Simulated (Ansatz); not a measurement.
**TePt: how the settings move a relaxation**

Aim: see which settings change the result for TePt, by how much, and at what cost.

The COD entry's cell or inner coordinates are ideal or old and differ from later refinements, so a difference from it is no clean test against experiment.

Method: reference: DFT, PBEsol, PAW with Ansatz's default frozen-core files, scalar-relativistic; relaxation of atoms, in Ansatz 0.2.0.

3 further runs of the same task are left out: 3 that didn't finish.

### 1 Starting point

It takes space group R-3m (No. 166, trigonal). Conventional cell: a = 3.986 Å, b = 3.986 Å, c = 20.015 Å, α = 90.00°, β = 90.00°, γ = 120.00°. Around Te (site symmetry 3m) lie 3 Pt at 2.61 Å. Pt (site symmetry 3m) has 3 Te at 2.61 Å and 3 Pt at 2.73 Å as nearest neighbours.

Coordinates:

```cif
data_structure
_symmetry_space_group_name_H-M 'P 1'
_symmetry_Int_Tables_number 1
_cell_length_a 7.0575
_cell_length_b 7.0575
_cell_length_c 7.0575
_cell_angle_alpha 32.804
_cell_angle_beta 32.804
_cell_angle_gamma 32.804
_cell_volume 91.79
loop_
_atom_site_label
_atom_site_type_symbol
_atom_site_fract_x
_atom_site_fract_y
_atom_site_fract_z
_atom_site_occupancy
Te1 Te 0.59857 0.59857 0.59857 1
Te2 Te 0.40143 0.40143 0.40143 1
Pt1 Pt 0.86989 0.86989 0.86989 1
Pt2 Pt 0.13011 0.13011 0.13011 1
```

### 2 The reference run

File input.yaml:

```yaml
crystal:
  lattice:
    - [1.9928727618, 1.15058562549, 6.67178160312]
    - [-1.9928727618, 1.15058562549, 6.67178160312]
    - [0.0, -2.30117125097, 6.67178160312]
  atoms:
    - { symbol: Te, position: [0.598569575919, 0.598569575919, 0.598569575919] }
    - { symbol: Te, position: [0.401430424081, 0.401430424081, 0.401430424081] }
    - { symbol: Pt, position: [0.869886879191, 0.869886879191, 0.869886879191] }
    - { symbol: Pt, position: [0.130113120809, 0.130113120809, 0.130113120809] }
kpoints:
  mp_grid: { grid: [10, 10, 10] }
scf:
  occupations: { method: fermi_dirac, width: 0.08 }
hamiltonian:
  xc: pbesol
  pseudopotentials: { kind: paw }
relax:
  f_tol: 0.002
  max_steps: 80
output:
  forces: true
  stress: true
  write_density: true
  write_potential: true
  elf: true
  volumetric_format: npy
```

On the command line:

```sh
> ansatz run input.yaml --threads 1 --pin off --max-ram 3072MiB --backend cpu --events-out ev --progress --plain --runs-dir out
```

### 3 A further run, with the input changed

input.yaml, as its differences from that of step 2:

```diff
@@ -14,2 +14,3 @@
   occupations: { method: fermi_dirac, width: 0.08 }
+  lower_state_search: full
 hamiltonian:
@@ -23,5 +24,3 @@
   stress: true
-  write_density: true
-  write_potential: true
-  elf: true
-  volumetric_format: npy
+basis:
+  ecutrho_ratio: 9
```

(Steps that only read results are left out.)

Before running it: what results should come out? Wanted: for each run, ending; energy change; pressure; gap; force.

**Answer**, as computed:

| run | ending | energy change | pressure (GPa) | gap (eV) | force (eV/Å) | cycles | time |
| --- | --- | --- | --- | --- | --- | --- | --- |
| reference | converged | - | -1.4 | 0.00 | 0.00 | 29 | 1.7 min |
| 1: lower_state_search full, ecutrho_ratio 9 | timeout | - | - | - | - | 38 | 7 min |

Times don't compare one to one where runs were asked for different outputs or read a saved state (see the inputs); cycles may leave out searches for a lower state.

What this shows: With the changed search for lower states and numerical grids the run ends out of time. 1 of the 1 altered inputs did not end normally.
